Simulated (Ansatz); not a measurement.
# F₂H₄In₂S₂: one species, many methods

One table from this session's results is given with a row withheld; the runs are named, their logs left out.

The runs use Ansatz 0.2.0, Gaussian basis; functionals in def2-TZVPP, the program's frozen cores in correlated methods.

The runs, in order: LDA (SPW92), PBE-D4, revPBE-D4, BLYP-D4, r2SCAN-D4, B97M-V, PBE0-D4, B3LYP-D4, r2SCANh-D4, r2SCAN0-D4, HSE06-D4, BHLYP-D4, CAM-B3LYP-D4, LC-ωPBE, ωB97X-V, ωB97M-V, B2PLYP, PBE-QIDH; CCSD(T)/def2-SVP; MP2/def2-TZVPP; MP2/def2-QZVPP; RPA on PBE.

### The geometry

All runs share one geometry, relaxed beforehand with PBE0-D4 in a triple-zeta def2 set. In takes the def2 core potential; no spin-orbit term is included.

SMILES `[F][In@H-]1[SH+][In@@H-]([F])[SH+]1`, 10 atoms, charge 0, spin multiplicity 1.

Atoms are counted from 1 here; the program's logs count them from 0.

Bond lengths: F1–In2 1.956 Å, In2–S3 2.569 Å, In2–S6 2.569 Å, In2–H7 1.696 Å, S3–In4 2.569 Å, S3–H8 1.348 Å, In4–F5 1.956 Å, In4–S6 2.569 Å, In4–H9 1.696 Å, S6–H10 1.348 Å. Angles: F1–In2–S3 98.4°, F1–In2–S6 98.4°, F1–In2–H7 126.6°, S3–In2–S6 92.8°, S3–In2–H7 117.0°, S6–In2–H7 117.0°, In2–S3–In4 87.0°, In2–S3–H8 90.2°, In4–S3–H8 90.2°, S3–In4–F5 98.4°, S3–In4–S6 92.8°, S3–In4–H9 117.0°, F5–In4–S6 98.4°, F5–In4–H9 126.6°, S6–In4–H9 117.0°, In2–S6–In4 87.0°, In2–S6–H10 90.2°, In4–S6–H10 90.2°.

Set-up of the first run:

File in.yaml:

```yaml
crystal:
  periodic: [false, false, false]
  atoms:
    - {symbol: F, position_ang: [-1.270514, 1.448143, 1.907096]}
    - {symbol: In, position_ang: [0.335162, 0.340932, 1.754586]}
    - {symbol: S, position_ang: [-0.708898, -1.667367, 0.538513]}
    - {symbol: In, position_ang: [0.390128, -0.770152, -1.603760]}
    - {symbol: F, position_ang: [-1.199495, 0.012020, -2.433626]}
    - {symbol: S, position_ang: [1.270196, 1.335113, -0.422452]}
    - {symbol: H, position_ang: [1.448942, 0.001412, 2.987928]}
    - {symbol: H, position_ang: [-1.815795, -0.942999, 0.280764]}
    - {symbol: H, position_ang: [1.536530, -1.767052, -2.357990]}
    - {symbol: H, position_ang: [0.097044, 1.958950, -0.648059]}
basis:
  gaussian: {orbitals: def2-TZVPP}
hamiltonian: {xc: lda}
output: {orbitals: {seedname: orbitals}}
```

The run is started by

```console
$ ansatz run in.yaml --threads 4 --pin off --events-out ev --progress --plain --max-ram 11315MiB
```

Steps of the session up to this table: LDA; PBE-D4 (GGA); revPBE-D4 (GGA); BLYP-D4 (GGA); r2SCAN-D4 (meta-GGA); B97M-V (meta-GGA); PBE0-D4 (hybrid); B3LYP-D4 (hybrid); r2SCANh-D4 (hybrid); r2SCAN0-D4 (hybrid); HSE06-D4 (hybrid); BHLYP-D4 (hybrid); CAM-B3LYP-D4 (range-separated); LC-ωPBE (range-separated); ωB97X-V (range-separated); ωB97M-V (range-separated); B2PLYP (double hybrid); PBE-QIDH (double hybrid).

One table of the session follows, with a row left open; its other results are not shown here.

It belongs to the step «Orbital energies across the functionals». 

```
  functional  HOMO (eV)  LUMO (eV)  gap (eV)
 LDA (SPW92)      -7.40      -2.45      4.95
      PBE-D4          ?          ?         ?
   revPBE-D4      -7.21      -2.07      5.14
     BLYP-D4      -7.09      -2.14      4.95
   r2SCAN-D4      -7.58      -1.91      5.67
      B97M-V      -7.68      -1.99      5.69
     PBE0-D4      -8.49      -1.31      7.17
    B3LYP-D4      -8.23      -1.62      6.61
  r2SCANh-D4      -8.02      -1.60      6.42
  r2SCAN0-D4      -8.69      -1.15      7.54
    HSE06-D4      -8.09      -1.67      6.42
    BHLYP-D4      -9.54      -0.49      9.05
CAM-B3LYP-D4      -9.73      -0.40      9.32
     LC-ωPBE     -11.07       0.78     11.85
     ωB97X-V     -10.73       0.63     11.36
     ωB97M-V     -10.54       0.34     10.88
```

**Question.** Estimate the row for PBE-D4.

**Answer.** HOMO (eV): -7.26; LUMO (eV): -2.18; gap (eV): 5.09. In the column «HOMO (eV)» it lies between LDA (SPW92) (-7.40) and revPBE-D4 (-7.21).
